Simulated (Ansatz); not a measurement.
# C2H5GaS: one molecule under many settings

Aim: run C2H5GaS under a spread of inputs, and see what each costs and gives.

Computed with Ansatz 0.2.0, Gaussian basis. Level: the settings change from run to run.

## (1) The relaxed structure

The structure was relaxed beforehand with PBE0-D4 in a triple-zeta def2 set.

SMILES `[CH3][Ga]1[CH2][S]1`, 9 atoms, charge 0, spin multiplicity 1.

Atoms are counted from 1 here; the program's logs count them from 0.

Bond lengths: C1–Ga2 1.935 Å, C1–H5 1.091 Å, C1–H6 1.089 Å, C1–H7 1.091 Å, Ga2–C3 1.932 Å, Ga2–S4 2.176 Å, C3–S4 1.887 Å, C3–H8 1.086 Å, C3–H9 1.086 Å. Angles: Ga2–C1–H5 109.1°, Ga2–C1–H6 111.5°, Ga2–C1–H7 109.1°, H5–C1–H6 109.4°, H5–C1–H7 108.2°, H6–C1–H7 109.5°, C1–Ga2–C3 163.4°, C1–Ga2–S4 142.3°, C3–Ga2–S4 54.3°, Ga2–C3–S4 69.4°, Ga2–C3–H8 120.6°, Ga2–C3–H9 120.7°, S4–C3–H8 112.8°, S4–C3–H9 112.8°, H8–C3–H9 112.4°, Ga2–S4–C3 56.2°.

## (2) wB97M-V/def2-TZVPP

Set apart from the defaults: coordinates scaled by 0.96, a grid of angular degree 23.

File in.yaml:

```yaml
crystal:
  periodic: [false, false, false]
  atoms:
    - {symbol: C, position_ang: [-0.755094, 1.597693, 0.293075]}
    - {symbol: Ga, position_ang: [-0.079246, -0.107182, -0.003175]}
    - {symbol: C, position_ang: [1.056997, -1.536650, -0.326945]}
    - {symbol: S, position_ang: [-0.654573, -2.108466, -0.164929]}
    - {symbol: H, position_ang: [-1.219018, 1.623198, 1.231889]}
    - {symbol: H, position_ang: [-0.000419, 2.320606, 0.258799]}
    - {symbol: H, position_ang: [-1.476734, 1.811839, -0.435200]}
    - {symbol: H, position_ang: [1.449319, -1.698521, -1.279312]}
    - {symbol: H, position_ang: [1.678767, -1.902516, 0.425806]}
basis:
  gaussian: {orbitals: def2-TZVPP, final_grid: {core_spheres: 8, valence_spheres: 7, degree: 23}}
hamiltonian: {xc: {name: wB97M-V}}
```

Command:

```bash
ansatz run in.yaml --threads 2 --pin off --events-out ev --progress --plain --max-ram 4352MiB
```

The program printed, shortened:

```text
Functional definition: wB97M-V
  name "wB97M-V"
  cite "Mardirossian & Head-Gordon, J. Chem. Phys. 144, 214110 (2016) doi:10.1063/1.4952647"
  cite "Becke, J. Chem. Phys. 107, 8554 (1997) doi:10.1063/1.475007"
  cite "Vydrov & Van Voorhis, J. Chem. Phys. 133, 244103 (2010) doi:10.1063/1.3521275"
  # Of w^i u^j: cxij and so on, Table III.
[...]
  gx(w, u) = 1 - cx + cx01*u + cx10*w
  gss(w, u) = css00 + css04*u^4 + css10*w + css20*w^2 + css43*w^4*u^3
  gos(w, u) = cos00 + cos10*w + (cos20 + cos21*u)*w^2 + (cos60 + cos61*u)*w^6
[...]
      + integral(e_c_pw_mod_opposite_spin*gos(b97_w_opposite, b97_u_opposite)) + vv10(b, c)
1349 factors; their error is unknown
305 factors; integrals over basis functions are off by at most 7.4e-6 eV
[...]
mean field -65365.01912367 eV, -2402.1201467936 hartree, gradient 4.0e-5 eV, S^2 0.000000; 0 other end points of the search recorded, 0 dependent functions left out
reference -65365.01916849 eV, -2402.1201484406 hartree; 32, 32 occupied and 190, 190 virtual orbitals, 1349 factors
Total energy: -65365.01916849 eV, -2402.1201484406 hartree
```

Wall time 9 s (2 threads of Arm Neoverse V1, shared host); peak memory 0.52 GiB.

## (3) wB97X/def2-mTZVP

This run has multiplicity 3.

File in.yaml:

```yaml
crystal:
  periodic: [false, false, false]
  atoms:
    - {symbol: C, position_ang: [-0.786556, 1.664263, 0.305287]}
    - {symbol: Ga, position_ang: [-0.082547, -0.111648, -0.003308]}
    - {symbol: C, position_ang: [1.101038, -1.600678, -0.340568]}
    - {symbol: S, position_ang: [-0.681846, -2.196319, -0.171801]}
    - {symbol: H, position_ang: [-1.269810, 1.690832, 1.283218]}
    - {symbol: H, position_ang: [-0.000437, 2.417298, 0.269583]}
    - {symbol: H, position_ang: [-1.538264, 1.887333, -0.453333]}
    - {symbol: H, position_ang: [1.509708, -1.769293, -1.332616]}
    - {symbol: H, position_ang: [1.748715, -1.981788, 0.443548]}
basis:
  gaussian: {orbitals: def2-mTZVP}
magnetization: {spin_polarized: true, initial_magnetization: 2}
hamiltonian: {xc: {name: wB97X}}
output: {forces: true}
```

The command is unchanged.

The program printed, shortened:

```text
Functional definition: wB97X
  name "wB97X"
  cite "Chai & Head-Gordon, J. Chem. Phys. 128, 084106 (2008) doi:10.1063/1.2834918"
  cite "Becke, J. Chem. Phys. 107, 8554 (1997) doi:10.1063/1.475007"
[...]
  # The coefficients of nought are those of the uniform gas.
[...]
      + exact_x_lr(omega)
[...]
      + integral(e_c_pw_opposite_spin*poly(b97_u_opposite, 1, cos1, cos2, cos3, cos4))
1052 factors; integrals over basis functions are off by at most 1.1e-3 eV
302 factors; integrals over basis functions are off by at most 5.3e-6 eV
[...]
mean field -65365.94352424 eV, -2402.1541178879 hartree, gradient 6.2e-6 eV, S^2 2.010119; 4 other end points of the search recorded, 0 dependent functions left out
[...]
reference -65365.94349988 eV, -2402.1541169929 hartree; 33, 31 occupied and 78, 80 virtual orbitals, 1052 factors
Total energy: -65365.94349988 eV, -2402.1541169929 hartree
Atom 0 at    -0.786556     1.664263     0.305287 Å, force    -0.420675     0.051555     0.103429 eV/Å
Atom 1 at    -0.082547    -0.111648    -0.003308 Å, force    -0.415451     3.508688     0.449746 eV/Å
Atom 2 at     1.101038    -1.600678    -0.340568 Å, force    -0.975616    -3.232129    -0.252768 eV/Å
Atom 3 at    -0.681846    -2.196319    -0.171801 Å, force     1.765892    -1.293628    -0.390032 eV/Å
Atom 4 at    -1.269810     1.690832     1.283218 Å, force     0.111473     0.142052    -0.042422 eV/Å
Atom 5 at    -0.000437     2.417298     0.269583 Å, force     0.005076    -0.047744    -0.011496 eV/Å
Atom 6 at    -1.538264     1.887333    -0.453333 Å, force     0.128351     0.122050     0.024917 eV/Å
Atom 7 at     1.509708    -1.769293    -1.332616 Å, force    -0.122968     0.394719    -0.108925 eV/Å
Atom 8 at     1.748715    -1.981788     0.443548 Å, force    -0.076082     0.354438     0.227552 eV/Å
Dipole moment:     0.284104     0.000276    -0.034761 e Å
```

It took 39 s on 2 threads of Arm Neoverse V1, shared host; peak memory 0.54 GiB.

Largest force 3.562 eV/Å, dipole 1.37 D, ⟨S²⟩ 2.010.

## (4) PBE/def2-SVP

Options: a grid of angular degree 47, the search for lower states set to light.

in.yaml: that of step 3 with these lines changed.

```diff
@@ -13,5 +13,5 @@
 basis:
-  gaussian: {orbitals: def2-mTZVP}
-magnetization: {spin_polarized: true, initial_magnetization: 2}
-hamiltonian: {xc: {name: wB97X}}
+  gaussian: {orbitals: def2-SVP, final_grid: {core_spheres: 20, valence_spheres: 16, degree: 47}}
+hamiltonian: {xc: {name: PBE}}
+scf: {lower_state_search: light}
 output: {forces: true}
```

The command is unchanged.

The program printed, shortened:

```text
Functional definition: PBE
  name "PBE"
  cite "Perdew, Burke & Ernzerhof, Phys. Rev. Lett. 77, 3865 (1996) doi:10.1103/PhysRevLett.77.3865"
  parent pbe
[...]
1166 factors; their error is unknown
[...]
mean field -65341.46595628 eV, -2401.2545838569 hartree, gradient 8.1e-6 eV, S^2 0.000000; 0 other end points of the search recorded, 0 dependent functions left out
[...]
reference -65341.46599314 eV, -2401.2545852115 hartree; 32, 32 occupied and 71, 71 virtual orbitals, 1166 factors
Total energy: -65341.46599314 eV, -2401.2545852115 hartree
Atom 0 at    -0.786556     1.664263     0.305287 Å, force     0.108517    -0.250818    -0.046080 eV/Å
Atom 1 at    -0.082547    -0.111648    -0.003308 Å, force     0.027778     0.350376     0.038906 eV/Å
Atom 2 at     1.101038    -1.600678    -0.340568 Å, force    -0.082590     0.151636     0.028855 eV/Å
Atom 3 at    -0.681846    -2.196319    -0.171801 Å, force    -0.530565    -0.471409     0.014781 eV/Å
Atom 4 at    -1.269810     1.690832     1.283218 Å, force    -0.250786     0.005375     0.501756 eV/Å
Atom 5 at    -0.000437     2.417298     0.269583 Å, force     0.421894     0.385538    -0.021233 eV/Å
Atom 6 at    -1.538264     1.887333    -0.453333 Å, force    -0.389673     0.107554    -0.390520 eV/Å
Atom 7 at     1.509708    -1.769293    -1.332616 Å, force     0.277643    -0.077175    -0.581707 eV/Å
Atom 8 at     1.748715    -1.981788     0.443548 Å, force     0.417782    -0.201077     0.455242 eV/Å
Dipole moment:     0.127371     0.627617     0.058268 e Å
```

It took 3.2 s on 2 threads of Arm Neoverse V1, shared host.

Largest force 0.710 eV/Å, dipole 3.09 D.

## (5) wB97M-V/def2-TZVP

in.yaml: that of step 4 with these lines changed.

```diff
@@ -13,5 +13,3 @@
 basis:
-  gaussian: {orbitals: def2-SVP, final_grid: {core_spheres: 20, valence_spheres: 16, degree: 47}}
-hamiltonian: {xc: {name: PBE}}
-scf: {lower_state_search: light}
-output: {forces: true}
+  gaussian: {orbitals: def2-TZVP}
+hamiltonian: {xc: {name: wB97M-V}}
```

Same command.

The program printed, shortened:

```text
Functional definition: wB97M-V
  name "wB97M-V"
  cite "Mardirossian & Head-Gordon, J. Chem. Phys. 144, 214110 (2016) doi:10.1063/1.4952647"
  cite "Becke, J. Chem. Phys. 107, 8554 (1997) doi:10.1063/1.475007"
  cite "Vydrov & Van Voorhis, J. Chem. Phys. 133, 244103 (2010) doi:10.1063/1.3521275"
  # Of w^i u^j: cxij and so on, Table III.
[...]
  gx(w, u) = 1 - cx + cx01*u + cx10*w
  gss(w, u) = css00 + css04*u^4 + css10*w + css20*w^2 + css43*w^4*u^3
  gos(w, u) = cos00 + cos10*w + (cos20 + cos21*u)*w^2 + (cos60 + cos61*u)*w^6
[...]
      + integral(e_c_pw_mod_opposite_spin*gos(b97_w_opposite, b97_u_opposite)) + vv10(b, c)
1247 factors; their error is unknown
306 factors; integrals over basis functions are off by at most 8.4e-6 eV
[...]
mean field -65365.32080223 eV, -2402.1312332763 hartree, gradient 4.1e-5 eV, S^2 0.000000; 0 other end points of the search recorded, 0 dependent functions left out
reference -65365.32084993 eV, -2402.1312350292 hartree; 32, 32 occupied and 145, 145 virtual orbitals, 1247 factors
Total energy: -65365.32084993 eV, -2402.1312350292 hartree
```

It took 14 s on 2 threads of Arm Neoverse V1, shared host; peak memory 0.48 GiB.

## (6) r2SCAN/def2-SVPD

Set apart from the defaults: atoms shaken by 0.03 Å, finite nuclei, D3(BJ) with three-body dispersion, the search for lower states set to full.

File in.yaml:

```yaml
crystal:
  periodic: [false, false, false]
  atoms:
    - {symbol: C, position_ang: [-0.778783, 1.669131, 0.290214]}
    - {symbol: Ga, position_ang: [-0.053086, -0.074098, -0.051539]}
    - {symbol: C, position_ang: [1.119501, -1.585466, -0.295604]}
    - {symbol: S, position_ang: [-0.704233, -2.213829, -0.198453]}
    - {symbol: H, position_ang: [-1.351353, 1.724947, 1.279491]}
    - {symbol: H, position_ang: [0.005711, 2.415482, 0.237088]}
    - {symbol: H, position_ang: [-1.576273, 1.835131, -0.462165]}
    - {symbol: H, position_ang: [1.491075, -1.723185, -1.323503]}
    - {symbol: H, position_ang: [1.737658, -2.000686, 0.456724]}
basis:
  gaussian: {orbitals: def2-SVPD, nuclear_model: gaussian}
hamiltonian: {xc: {name: r2SCAN}, dispersion: d3bjatm}
scf: {lower_state_search: full}
```

Same command.

The program printed:

```text
Functional definition: r2SCAN
  name "r2SCAN"
  cite "Furness, Kaplan, Ning, Perdew & Sun, J. Phys. Chem. Lett. 11, 8208 (2020) doi:10.1021/acs.jpclett.0c02405"
  cite "Furness, Kaplan, Ning, Perdew & Sun, J. Phys. Chem. Lett. 11, 9248 (2020) doi:10.1021/acs.jpclett.0c03077"
  parent r2scan
  parameter k0 = 0.174
  parameter k1 = 0.065
  parameter a1 = 4.9479
  exchange = r2scan_x(k0 = k0, k1 = k1, a1 = a1)
  correlation = r2scan_c
1343 factors; their error is unknown
mean field evaluation 1: about -65343.1980 eV, gradient 7.1e1 eV
mean field evaluation 2: about -65327.6498 eV, gradient 1.0e2 eV
mean field evaluation 4: about -65354.7046 eV, gradient 8.1e0 eV
mean field evaluation 8: about -65354.8789 eV, gradient 2.4e-1 eV
mean field evaluation 16: about -65354.8313 eV, gradient 4.7e-4 eV
mean field -65354.83128523 eV, -2401.7457506367 hartree, gradient 3.3e-5 eV, S^2 0.000000; 0 other end points of the search recorded, 0 dependent functions left out
reference -65354.83130392 eV, -2401.7457513232 hartree; 32, 32 occupied and 113, 113 virtual orbitals, 1343 factors
Total energy: -65354.87969618 eV, -2401.7475297061 hartree
```

It took 7 s on 2 threads of Arm Neoverse V1, shared host.

## (7) wB97X/aug-cc-pVTZ

This run has a point charge of 0.50 e beside it.

File in.yaml:

```yaml
crystal:
  periodic: [false, false, false]
  atoms:
    - {symbol: C, position_ang: [-0.786556, 1.664263, 0.305287]}
    - {symbol: Ga, position_ang: [-0.082547, -0.111648, -0.003308]}
    - {symbol: C, position_ang: [1.101038, -1.600678, -0.340568]}
    - {symbol: S, position_ang: [-0.681846, -2.196319, -0.171801]}
    - {symbol: H, position_ang: [-1.269810, 1.690832, 1.283218]}
    - {symbol: H, position_ang: [-0.000437, 2.417298, 0.269583]}
    - {symbol: H, position_ang: [-1.538264, 1.887333, -0.453333]}
    - {symbol: H, position_ang: [1.509708, -1.769293, -1.332616]}
    - {symbol: H, position_ang: [1.748715, -1.981788, 0.443548]}
basis:
  gaussian: {orbitals: aug-cc-pVTZ, point_charges: [{charge: 0.50, position_ang: [6.668, 0.493, 0.615]}]}
hamiltonian: {xc: {name: wB97X}}
```

The command is unchanged.

The program printed, shortened:

```text
Functional definition: wB97X
  name "wB97X"
  cite "Chai & Head-Gordon, J. Chem. Phys. 128, 084106 (2008) doi:10.1063/1.2834918"
  cite "Becke, J. Chem. Phys. 107, 8554 (1997) doi:10.1063/1.475007"
[...]
  # The coefficients of nought are those of the uniform gas.
[...]
      + exact_x_lr(omega)
[...]
      + integral(e_c_pw_opposite_spin*poly(b97_u_opposite, 1, cos1, cos2, cos3, cos4))
1527 factors; their error is unknown
520 factors; integrals over basis functions are off by at most 2.4e-5 eV
[...]
mean field -65371.69465700 eV, -2402.3654681186 hartree, gradient 5.1e-5 eV, S^2 0.000000; 0 other end points of the search recorded, 0 dependent functions left out
reference -65371.69460427 eV, -2402.3654661809 hartree; 32, 32 occupied and 284, 284 virtual orbitals, 1527 factors
Total energy: -65371.69460427 eV, -2402.3654661809 hartree
```

It took 25 s on 2 threads of Arm Neoverse V1, shared host; peak memory 1.1 GiB.

## (8) B97M-V/def2-SVP

in.yaml: that of step 7 with these lines changed.

```diff
@@ -13,3 +13,4 @@
 basis:
-  gaussian: {orbitals: aug-cc-pVTZ, point_charges: [{charge: 0.50, position_ang: [6.668, 0.493, 0.615]}]}
-hamiltonian: {xc: {name: wB97X}}
+  gaussian: {orbitals: def2-SVP}
+hamiltonian: {xc: {name: B97M-V}}
+output: {forces: true}
```

Launched as before.

The program printed, shortened:

```text
Functional definition: B97M-V
  name "B97M-V"
  cite "Mardirossian & Head-Gordon, J. Chem. Phys. 142, 074111 (2015) doi:10.1063/1.4907719"
  cite "Becke, J. Chem. Phys. 107, 8554 (1997) doi:10.1063/1.475007"
  cite "Vydrov & Van Voorhis, J. Chem. Phys. 133, 244103 (2010) doi:10.1063/1.3521275"
  # Of w^i u^j: cxij and so on, Table III.
[...]
  gx(w, u) = cx00 + cx01*u + cx02*u^2 + (cx10 + cx11*u)*w
  gss(w, u) = css00 + css02*u^2 + css10*w + (css32*w^3 + css42*w^4)*u^2
  gos(w, u) = cos00 + cos01*u + cos03*u^3 + cos10*w + cos32*w^3*u^2
[...]
      + integral(e_c_pw_mod_opposite_spin*gos(b97_w_opposite, b97_u_opposite)) + vv10(b, c)
1166 factors; their error is unknown
[...]
mean field -65344.36134586 eV, -2401.3609874615 hartree, gradient 3.1e-5 eV, S^2 0.000000; 0 other end points of the search recorded, 0 dependent functions left out
[...]
Total energy: -65344.36139872 eV, -2401.3609894040 hartree
Atom 0 at    -0.786556     1.664263     0.305287 Å, force     0.084597    -0.171992    -0.032811 eV/Å
Atom 1 at    -0.082547    -0.111648    -0.003308 Å, force    -0.004395     0.065096     0.009443 eV/Å
Atom 2 at     1.101038    -1.600678    -0.340568 Å, force    -0.044139     0.201749     0.029663 eV/Å
Atom 3 at    -0.681846    -2.196319    -0.171801 Å, force    -0.218233    -0.142435     0.012002 eV/Å
Atom 4 at    -1.269810     1.690832     1.283218 Å, force    -0.073794     0.029055     0.123520 eV/Å
Atom 5 at    -0.000437     2.417298     0.269583 Å, force     0.087756     0.130046     0.001261 eV/Å
Atom 6 at    -1.538264     1.887333    -0.453333 Å, force    -0.107076     0.053798    -0.086659 eV/Å
Atom 7 at     1.509708    -1.769293    -1.332616 Å, force     0.114700    -0.062634    -0.196427 eV/Å
Atom 8 at     1.748715    -1.981788     0.443548 Å, force     0.160585    -0.102683     0.140007 eV/Å
Dipole moment:     0.144384     0.683999     0.062663 e Å
```

Run time: 9.5 s. Hardware: 2 threads of Arm Neoverse V1, shared host.

Largest force 0.261 eV/Å, dipole 3.37 D.

## (9) RPA/def2-SVP

This run has a grid of angular degree 47, correlated electrons set to all.

in.yaml: that of step 8 with these lines changed.

```diff
@@ -13,4 +13,4 @@
 basis:
-  gaussian: {orbitals: def2-SVP}
-hamiltonian: {xc: {name: B97M-V}}
-output: {forces: true}
+  gaussian: {orbitals: def2-SVP, final_grid: {core_spheres: 20, valence_spheres: 16, degree: 47}}
+hamiltonian: {xc: {name: PBE0}}
+correlation: {method: rpa, electrons: all}
```

Same command.

The program printed:

```text
Functional definition: PBE0
  name "PBE0"
  cite "Adamo & Barone, J. Chem. Phys. 110, 6158 (1999) doi:10.1063/1.478522"
  cite "Perdew, Burke & Ernzerhof, Phys. Rev. Lett. 77, 3865 (1996) doi:10.1103/PhysRevLett.77.3865"
  parent pbe
  parameter a = 0.25
  parameter kappa = 0.804
  parameter beta = 0.06672455060314922
  exchange = (1 - a)*pbe_x(kappa = kappa, mu = beta*pi^2/3) + a*exact_x
  correlation = pbe_c(beta = beta)
1034 factors; integrals over basis functions are off by at most 1.2e-3 eV
mean field evaluation 1: about -65335.5514 eV, gradient 5.9e1 eV
mean field evaluation 2: about -65335.6625 eV, gradient 5.9e1 eV
mean field evaluation 4: about -65343.7030 eV, gradient 8.3e0 eV
mean field evaluation 8: about -65343.8580 eV, gradient 1.1e0 eV
mean field evaluation 16: about -65343.8606 eV, gradient 1.9e-4 eV
mean field -65343.86064104 eV, -2401.3425868987 hartree, gradient 1.0e-6 eV, S^2 0.000000; 0 other end points of the search recorded, 0 dependent functions left out
reference -65278.89352719 eV, -2398.9550895009 hartree; 32, 32 occupied and 71, 71 virtual orbitals, 1034 factors
Total energy: -65305.00848604 eV, -2399.9147965374 hartree
```

It took 6.5 s on 2 threads of Arm Neoverse V1, shared host.

## (10) HSE06/6-31G*

Options: finite nuclei, D3(BJ) with three-body dispersion.

in.yaml: that of step 9 with these lines changed.

```diff
@@ -13,4 +13,4 @@
 basis:
-  gaussian: {orbitals: def2-SVP, final_grid: {core_spheres: 20, valence_spheres: 16, degree: 47}}
-hamiltonian: {xc: {name: PBE0}}
-correlation: {method: rpa, electrons: all}
+  gaussian: {orbitals: "6-31G*", nuclear_model: gaussian}
+hamiltonian: {xc: {name: HSE06}, dispersion: d3bjatm}
+output: {forces: true}
```

Launched as before.

The program printed, shortened:

```text
Functional definition: HSE06
  name "HSE06"
  cite "Heyd, Scuseria & Ernzerhof, J. Chem. Phys. 118, 8207 (2003) doi:10.1063/1.1564060"
  cite "Krukau, Vydrov, Izmaylov & Scuseria, J. Chem. Phys. 125, 224106 (2006) doi:10.1063/1.2404663"
  cite "Heyd & Scuseria, J. Chem. Phys. 120, 7274 (2004) doi:10.1063/1.1668634"
  cite "Ernzerhof & Perdew, J. Chem. Phys. 109, 3313 (1998) doi:10.1063/1.476928"
  cite "Perdew, Burke & Ernzerhof, Phys. Rev. Lett. 77, 3865 (1996) doi:10.1103/PhysRevLett.77.3865"
  parent pbe
[...]
  # The whole range is PBE's own exchange, as in plane waves. The composition of these papers is wPBEh.
[...]
922 factors; integrals over basis functions are off by at most 8.7e-4 eV
109 factors; integrals over basis functions are off by at most 2.5e-7 eV
[...]
Total energy: -65347.14456057 eV, -2401.4632687157 hartree
Atom 0 at    -0.786556     1.664263     0.305287 Å, force    -0.019081    -0.027589    -0.000293 eV/Å
Atom 1 at    -0.082547    -0.111648    -0.003308 Å, force     0.074243     0.203881     0.014907 eV/Å
Atom 2 at     1.101038    -1.600678    -0.340568 Å, force     0.069959    -0.001373    -0.010055 eV/Å
Atom 3 at    -0.681846    -2.196319    -0.171801 Å, force    -0.222913    -0.244558     0.000474 eV/Å
Atom 4 at    -1.269810     1.690832     1.283218 Å, force    -0.043266     0.001582     0.091326 eV/Å
Atom 5 at    -0.000437     2.417298     0.269583 Å, force     0.085686     0.063897    -0.006208 eV/Å
Atom 6 at    -1.538264     1.887333    -0.453333 Å, force    -0.068695     0.020761    -0.071885 eV/Å
Atom 7 at     1.509708    -1.769293    -1.332616 Å, force     0.049786     0.002178    -0.098095 eV/Å
Atom 8 at     1.748715    -1.981788     0.443548 Å, force     0.074281    -0.018779     0.079829 eV/Å
Dipole moment:     0.179894     0.703650     0.060196 e Å
```

Run time: 3.4 s. Hardware: 2 threads of Arm Neoverse V1, shared host.

Largest force 0.331 eV/Å, dipole 3.50 D.

## (11) All runs side by side

```csv
level,charge,multiplicity,geometry,functions,energy (eV),time
wB97M-V/def2-TZVPP,0,1,scaled,222,-65365.019,9 s
wB97X/def2-mTZVP,0,3,relaxed,111,-65365.943,39 s
PBE/def2-SVP,0,1,relaxed,103,-65341.466,3.2 s
wB97M-V/def2-TZVP,0,1,relaxed,177,-65365.321,14 s
r2SCAN/def2-SVPD,0,1,shaken,145,-65354.880,7 s
wB97X/aug-cc-pVTZ,0,1,"relaxed, point charge",316,-65371.695,25 s
B97M-V/def2-SVP,0,1,relaxed,103,-65344.361,9.5 s
RPA/def2-SVP,0,1,relaxed,103,-65305.008,6.5 s
HSE06/6-31G*,0,1,relaxed,94,-65347.145,3.4 s
```

## (12) Results

| quantity | value |
| --- | --- |
| runs | 9 |
| quickest | PBE/def2-SVP, 3.2 s |
| slowest | wB97X/def2-mTZVP, 39 s |
| spread of total energies, same state and geometry | 60.3 eV |
| dipole, same state and geometry | 3.09 to 3.50 D |

wB97X/def2-mTZVP took 12 times as long as PBE/def2-SVP. The jobs differ in tasks and options as well as level. The totals spread over 60 eV; they can't be compared across methods or bases. At the PBE0-D4/def2-TZVP geometry and in the same state, runs without warnings or point charges leave forces up to 0.71 eV/Å (PBE/def2-SVP). At that geometry and state the dipole changes by 13 % between the lowest and highest value.
